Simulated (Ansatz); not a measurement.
# GeH8N2SSi: the cost of one run

Method: RKS LDA/def2-SVP, in Ansatz 0.2.0.

## 1. The starting structure

Bond lengths: N1–Si2 1.726 Å, Si2–N3 1.777 Å, N3–Ge4 1.826 Å, Ge4–S5 2.245 Å, N1–H6 1.060 Å, N1–H7 1.059 Å, Si2–H8 1.431 Å, Si2–H9 1.514 Å, N3–H10 1.058 Å, Ge4–H11 1.616 Å, Ge4–H12 1.496 Å, S5–H13 1.448 Å. Angles (14 of 19 angles, heavy atoms first): N1–Si2–N3 108.9°, Si2–N3–Ge4 112.1°, N3–Ge4–S5 110.3°, N1–Si2–H8 111.3°, N1–Si2–H9 108.0°, N3–Si2–H8 109.0°, N3–Si2–H9 110.1°, Si2–N1–H6 111.7°, Si2–N1–H7 109.0°, Si2–N3–H10 107.3°, Ge4–N3–H10 108.2°, N3–Ge4–H11 107.6°, N3–Ge4–H12 112.4°, S5–Ge4–H11 106.7°.

Structure file:

```xyz
13

N    -0.9703    1.1625    0.9751
Si   -0.1307   -0.3074    1.3103
N     1.2837   -0.4202    0.2412
Ge    0.8179   -0.8522   -1.4707
S    -0.1702    0.8973   -2.4726
H    -0.3726    2.0128    1.1843
H    -1.7776    1.2600    1.6533
H    -0.9703   -1.4457    1.0930
H     0.3112   -0.2745    2.7579
H     1.7438    0.5321    0.2273
H    -0.2879   -2.0279   -1.3941
H     1.9896   -1.3069   -2.2826
H    -1.4463    0.7353   -1.8076
```

## 2. End point A

Contents of input.yaml:

```yaml
crystal:
  periodic: [false, false, false]
  atoms:
    - { symbol: "N", position_ang: [-0.9703, 1.1625, 0.9751] }
    - { symbol: Si, position_ang: [-0.1307, -0.3074, 1.3103] }
    - { symbol: "N", position_ang: [1.2837, -0.4202, 0.2412] }
    - { symbol: Ge, position_ang: [0.8179, -0.8522, -1.4707] }
    - { symbol: S, position_ang: [-0.1702, 0.8973, -2.4726] }
    - { symbol: H, position_ang: [-0.3726, 2.0128, 1.1843] }
    - { symbol: H, position_ang: [-1.7776, 1.26, 1.6533] }
    - { symbol: H, position_ang: [-0.9703, -1.4457, 1.093] }
    - { symbol: H, position_ang: [0.3112, -0.2745, 2.7579] }
    - { symbol: H, position_ang: [1.7438, 0.5321, 0.2273] }
    - { symbol: H, position_ang: [-0.2879, -2.0279, -1.3941] }
    - { symbol: H, position_ang: [1.9896, -1.3069, -2.2826] }
    - { symbol: H, position_ang: [-1.4463, 0.7353, -1.8076] }
basis:
  gaussian: { orbitals: def2-SVP }
hamiltonian:
  xc: lda
relax:
  f_tol: 0.015
  max_steps: 40
```

Started as:

```console
$ ansatz run input.yaml --threads 2 --pin off --max-ram 3072MiB --backend cpu --events-out ev --progress --plain --runs-dir out
```

Q: Estimate wall time and peak memory on 2 threads of Intel Xeon 6975P-C (Granite Rapids), shared host.

About 17 s, with a peak of 0.22 GiB.
